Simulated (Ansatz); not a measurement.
**CH7SSbSi: a ladder of functionals and wavefunction methods**

Aim: compute CH7SSbSi with functionals from several rungs and with coupled cluster. The yardstick is the atomisation energy at the CCSD(T) limit.

Program: Ansatz 0.2.0, Gaussian basis. Level of theory: functionals in def2-TZVPP, the program's frozen cores in correlated methods. These are calculated values, not measurements.

The runs, in order: PBE-D4, r2SCAN-D4, PBE0-D4, B3LYP-D4, ωB97X-V, ωB97M-V, B2PLYP; CCSD(T)/def2-TZVPP; MP2/def2-QZVPP; extrapolation to the limit.

### 1 The geometry

The geometry comes from an earlier relaxation with PBE0-D4 in a triple-zeta def2 set; it is a stationary point, not always the lowest conformer. Sb takes the def2 core potential; no spin-orbit term is included.

SMILES `C[SiH2][S][SbH2]`, 11 atoms, charge 0, spin multiplicity 1.

Atoms are counted from 1 here; the program's logs count them from 0.

Bond lengths: C1–Si2 1.864 Å, C1–H5 1.092 Å, C1–H6 1.092 Å, C1–H7 1.093 Å, Si2–S3 2.138 Å, Si2–H8 1.489 Å, Si2–H9 1.489 Å, S3–Sb4 2.429 Å, Sb4–H10 1.711 Å, Sb4–H11 1.711 Å. Angles: Si2–C1–H5 110.8°, Si2–C1–H6 110.7°, Si2–C1–H7 110.1°, H5–C1–H6 108.4°, H5–C1–H7 108.4°, H6–C1–H7 108.4°, C1–Si2–S3 107.6°, C1–Si2–H8 110.9°, C1–Si2–H9 110.9°, S3–Si2–H8 110.1°, S3–Si2–H9 110.1°, H8–Si2–H9 107.3°, Si2–S3–Sb4 97.1°, S3–Sb4–H10 94.0°, S3–Sb4–H11 94.1°, H10–Sb4–H11 90.7°.

### 2 PBE-D4 (GGA)

in.yaml

```yaml
crystal:
  periodic: [false, false, false]
  atoms:
    - {symbol: C, position_ang: [-0.684495, 2.094595, 0.356671]}
    - {symbol: Si, position_ang: [-0.672468, 0.289468, -0.107197]}
    - {symbol: S, position_ang: [1.302734, -0.453654, 0.233725]}
    - {symbol: Sb, position_ang: [0.886724, -2.741789, -0.468861]}
    - {symbol: H, position_ang: [-0.419640, 2.226002, 1.407901]}
    - {symbol: H, position_ang: [0.029179, 2.654546, -0.251321]}
    - {symbol: H, position_ang: [-1.679690, 2.517595, 0.196803]}
    - {symbol: H, position_ang: [-1.047908, 0.105805, -1.536639]}
    - {symbol: H, position_ang: [-1.654320, -0.476571, 0.709672]}
    - {symbol: H, position_ang: [2.319189, -2.843456, -1.398543]}
    - {symbol: H, position_ang: [1.685895, -3.429641, 0.878389]}
basis:
  gaussian: {orbitals: def2-TZVPP}
hamiltonian: {xc: pbe, dispersion: d4}
output: {forces: true, orbitals: {seedname: orbitals}}
```

Started as:

```sh
ansatz run in.yaml --threads 4 --pin off --events-out ev --progress --plain --max-ram 10444MiB
```

Further steps of the session: r2SCAN-D4 (meta-GGA); PBE0-D4 (hybrid); B3LYP-D4 (hybrid); ωB97X-V (range-separated); ωB97M-V (range-separated); B2PLYP (double hybrid); CCSD(T) in def2-TZVPP; MP2 in def2-QZVPP.

Before running them: what should the planned runs give, taken together? Wanted: atomisation energy, CCSD(T)/CBS; farthest; mean size of error, hybrid; mean size of error, range-separated; gap, smallest and largest; T1 diagnostic; triples share of the correlation energy.

As calculated:

```
                               quantity                                                   value
        atomisation energy, CCSD(T)/CBS                                               35.128 eV
    functionals within 0.351 eV (1.0 %)  PBE-D4, r2SCAN-D4, PBE0-D4, B3LYP-D4, ωB97X-V, ωB97M-V
                               farthest                                      B2PLYP (-0.671 eV)
             mean size of error, hybrid                                                0.143 eV
    mean size of error, range-separated                                                0.145 eV
              gap, smallest and largest                    3.95 eV (PBE-D4), 10.13 eV (ωB97X-V)
                          T1 diagnostic                                                  0.0124
triples share of the correlation energy                                                   3.6 %
```

**Reading.** PBE-D4 is off by +0.081 eV. Double hybrids carry the basis error of their MP2 part in triple zeta, and no dispersion term here, so their miss is partly the set-up's. Misses under about 0.351 eV are within the doubt on the reference itself, which lacks core-valence correlation, spin-orbit coupling and higher excitations, and its outer-core shells are covered unevenly. All levels share the lack of spin-orbit coupling, which lowers the free heavy atoms and so the true binding. Hartree-Fock recovers 72 % of the binding; the rest is correlation. Orbital gaps span 3.9 to 10.1 eV; exact exchange widens them. Correlated methods include outer-core shells of Sb, which these sets cover unevenly.
